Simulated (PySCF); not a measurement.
# RuO₄: relaxation and vibrations of the singlet

The task is one start of a wider search on RuO₄: the singlet, from a see-saw start. It is relaxed, tested by its Hessian and followed downhill if it is a saddle.

Method: PBE0, basis Ru def2-TZVP with ECP28, O def2-TZVP, scalar-relativistic core potentials, no spin–orbit coupling, density fitting; program: PySCF 2.14.0.

### 1 Where the work starts

5 atoms, charge 0, spin multiplicity 1.

Bond lengths: Ru1–O2 1.710 Å, Ru1–O3 1.710 Å, Ru1–O4 1.710 Å, Ru1–O5 1.710 Å. Angles: O2–Ru1–O3 170.0°, O2–Ru1–O4 86.9°, O2–Ru1–O5 86.9°, O3–Ru1–O4 86.9°, O3–Ru1–O5 86.9°, O4–Ru1–O5 104.0°.

```xyz
5
charge 0 multiplicity 1
Ru    0.0000    0.0000    0.0000
O     0.0000    1.7035    0.1490
O     0.0000   -1.7035    0.1490
O     1.3475    0.0000    1.0528
O    -1.3475    0.0000    1.0528
```

### 2 The SCF at the typed geometry

The steps below are one call of a driver around PySCF. For each, scf.py gives the equivalent set-up of the SCF; relaxations use the driver's own optimiser. After this first run the driver tries any further starts and a stability analysis.

scf.py

```python
from pyscf import gto, scf, dft
mol = gto.M(atom='''
Ru     0.000000     0.000000     0.000000
O      0.000000     1.703500     0.149000
O     -0.000000    -1.703500     0.149000
O      1.347500     0.000000     1.052800
O     -1.347500     0.000000     1.052800''',
    basis={'Ru': 'def2-TZVP', 'O': 'def2-TZVP'},
    ecp={'Ru': 'def2-TZVP'},
    charge=0, spin=0)
mf = dft.RKS(mol, xc='PBE0')
mf.grids.atom_grid = (50, 194)
aux = {'Ru': 'def2-universal-JKFIT', 'O': 'def2-universal-JKFIT'}
mf = mf.density_fit(auxbasis=aux)
mf.conv_tol = 1e-08
mf.diis_space = 10
mf.max_cycle = 60
mf.init_guess = 'minao'
mf.verbose = 4
mf.kernel()
```

Command:

```sh
$ OMP_NUM_THREADS=4 python axn.py task.json out
```

After this run come: Relaxing the singlet from the see-saw start; Vibrations and properties at this point.

Before running it: what results should come out? Wanted: minimum; geometry; wavenumbers; dipole moment; highest occupied, lowest empty level; polar-tensor charge of Ru1; zero-point energy; atomisation energy.

**Answer**, as computed:

| quantity | value |
| --- | --- |
| minimum | singlet, Td |
| geometry | Ru–O 1.663 Å (×4); O–Ru–O 109.5° (×6) |
| wavenumbers (cm⁻¹) | 351 (e), 376 (t2), 1018 (a1), 1028 (t2) |
| dipole moment | 0.00 D |
| highest occupied, lowest empty level | -10.48, -5.03 eV |
| polar-tensor charge of Ru1 | +2.07 e |
| zero-point energy | 35.5 kJ/mol |
| entropy at 298.15 K | 284.3 J/(mol K) |
| atomisation energy (no zero-point energy) | 1728 kJ/mol |

In words: From C2v at the start the molecule goes to a Td minimum. The strongest infrared band lies at 1028 cm⁻¹ (t2, stretch). Ru1 has a polar-tensor charge of +2.1 e (a dipole derivative, not a static charge), yet symmetry cancels the bond dipoles. Only this shape and spin were tried, so other structures or states may lie lower.
